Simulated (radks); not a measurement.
# Ionising arsenic step by step, As¹⁷⁺ to As³²⁺

Aim: the successive ionisation energies of arsenic, each ion in the ground configuration that NIST lists, set against the tabulated values. Each value is a difference of total energies (Δ-SCF).

Method: non-relativistic Kohn-Sham, PBE, spin-polarised, spherical densities, point nucleus; open shells are filled with parallel spins first. Code: radks (a radial shooting solver on a logarithmic mesh, Libxc functionals) version 1.

### 1 The atom as given

| Item | Value |
| --- | --- |
| element | arsenic (Z = 33) |
| charges | 17 to 32 |
| first configuration | [Ne] 3s2 3p4 |
| last configuration | 1s1 |

Outer shells as boxes (Hund's rule):

As¹⁷⁺
```
[Ne] core
3s [↑↓]
3p [↑↓][↑ ][↑ ]
```

As³²⁺
```
1s [↑ ]
```

### 2 As¹⁷⁺, [Ne] 3s2 3p4

The run's settings:

```text
Z 33
configuration [Ne] 3s2 3p4
relativity non-relativistic
functional pbe,pbe
spin polarised
nucleus point
```

### 3 As¹⁸⁺, [Ne] 3s2 3p3

The run's settings:

```text
Z 33
configuration [Ne] 3s2 3p3 4s0 3d0
relativity non-relativistic
functional pbe,pbe
spin polarised
nucleus point
```

### 4 As¹⁹⁺, [Ne] 3s2 3p2

The run's settings:

```text
Z 33
configuration [Ne] 3s2 3p2
relativity non-relativistic
functional pbe,pbe
spin polarised
nucleus point
```

### 5 As²⁰⁺, [Ne] 3s2 3p1

The run's settings:

```text
Z 33
configuration [Ne] 3s2 3p1 4s0 3d0
relativity non-relativistic
functional pbe,pbe
spin polarised
nucleus point
```

### 6 As²¹⁺, [Ne] 3s2

The run's settings:

```text
Z 33
configuration [Ne] 3s2
relativity non-relativistic
functional pbe,pbe
spin polarised
nucleus point
```

### 7 As²²⁺, [Ne] 3s1

The run's settings:

```text
Z 33
configuration [Ne] 3s1 3p0 4s0
relativity non-relativistic
functional pbe,pbe
spin polarised
nucleus point
```

### 8 As²³⁺, [Ne]

The run's settings:

```text
Z 33
configuration [Ne] 3s0 3p0
relativity non-relativistic
functional pbe,pbe
spin polarised
nucleus point
```

### 9 As²⁴⁺, [He] 2s2 2p5

The run's settings:

```text
Z 33
configuration [He] 2s2 2p5
relativity non-relativistic
functional pbe,pbe
spin polarised
nucleus point
```

### 10 As²⁵⁺, [He] 2s2 2p4

The run's settings:

```text
Z 33
configuration [He] 2s2 2p4
relativity non-relativistic
functional pbe,pbe
spin polarised
nucleus point
```

### 11 As²⁶⁺, [He] 2s2 2p3

The run's settings:

```text
Z 33
configuration [He] 2s2 2p3
relativity non-relativistic
functional pbe,pbe
spin polarised
nucleus point
```

### 12 As²⁷⁺, [He] 2s2 2p2

The run's settings:

```text
Z 33
configuration [He] 2s2 2p2 3s0 3p0
relativity non-relativistic
functional pbe,pbe
spin polarised
nucleus point
```

### 13 As²⁸⁺, [He] 2s2 2p1

The run's settings:

```text
Z 33
configuration [He] 2s2 2p1 3s0 3p0
relativity non-relativistic
functional pbe,pbe
spin polarised
nucleus point
```

### 14 As²⁹⁺, [He] 2s2

The run's settings:

```text
Z 33
configuration [He] 2s2
relativity non-relativistic
functional pbe,pbe
spin polarised
nucleus point
```

### 15 As³⁰⁺, [He] 2s1

The run's settings:

```text
Z 33
configuration [He] 2s1 2p0 3s0
relativity non-relativistic
functional pbe,pbe
spin polarised
nucleus point
```

### 16 As³¹⁺, [He]

The run's settings:

```text
Z 33
configuration [He]
relativity non-relativistic
functional pbe,pbe
spin polarised
nucleus point
```

### 17 As³²⁺, 1s1

The run's settings:

```text
Z 33
configuration 1s1
relativity non-relativistic
functional pbe,pbe
spin polarised
nucleus point
```

Q: Predict the outcome of this session. Wanted: for each run, species; configuration; Δ-SCF; −ε(HOMO); NIST; error.

The runs gave:

```tsv
species	configuration	Δ-SCF (eV)	−ε(HOMO) (eV)	NIST (eV)	error (%)
As¹⁷⁺	[Ne] 3s2 3p4	669.26	648.98	673 (semi-emp.)	-0.5
As¹⁸⁺	[Ne] 3s2 3p3	724.12	702.38	729 (semi-emp.)	-0.7
As¹⁹⁺	[Ne] 3s2 3p2	767.66	745.89	774 (semi-emp.)	-0.8
As²⁰⁺	[Ne] 3s2 3p1	810.91	789.39	814 (semi-emp.)	-0.4
As²¹⁺	[Ne] 3s2	899.66	879.80	912 (semi-emp.)	-1.3
As²²⁺	[Ne] 3s1	947.34	927.21	956.79 (semi-emp.)	-1.0
As²³⁺	[Ne]	2354.5	2292.0	2357 (semi-emp.)	-0.1
As²⁴⁺	[He] 2s2 2p5	2479.7	2417.1	2486 (semi-emp.)	-0.3
As²⁵⁺	[He] 2s2 2p4	2604.0	2542.1	2626 (semi-emp.)	-0.8
As²⁶⁺	[He] 2s2 2p3	2775.5	2708.6	2766 (semi-emp.)	+0.3
As²⁷⁺	[He] 2s2 2p2	2909.2	2842.4	2938 (semi-emp.)	-1.0
As²⁸⁺	[He] 2s2 2p1	3041.8	2975.9	3088 (semi-emp.)	-1.5
As²⁹⁺	[He] 2s2	3228.1	3178.4	3287 (semi-emp.)	-1.8
As³⁰⁺	[He] 2s1	3356.4	3306.3	3411.6 (theory)	-1.6
As³¹⁺	[He]	14254.0	14052.5	14447.7 (theory)	-1.3
As³²⁺	1s1	14810.9	14605.9	15028.9 (theory)	-1.5
```

In words: Reference values: NIST Atomic Spectra Database (exp. measured, semi-emp. semi-empirical, theory a theoretical value adopted there). Per unit of the charge left behind, the cost jumps most at As³¹⁺ ([He]): from 3356.4 to 14254.0 eV. There the highest level belongs to another shell. Against the measured or semi-empirical entries the Δ-SCF values err by -0.8 % on average (signed), at worst -1.8 % (As²⁹⁺). Minus the highest eigenvalue gives 97 to 99 % of the Δ-SCF value along the ladder. Open shells are spherical and high-spin; term and fine-structure splittings are not resolved.
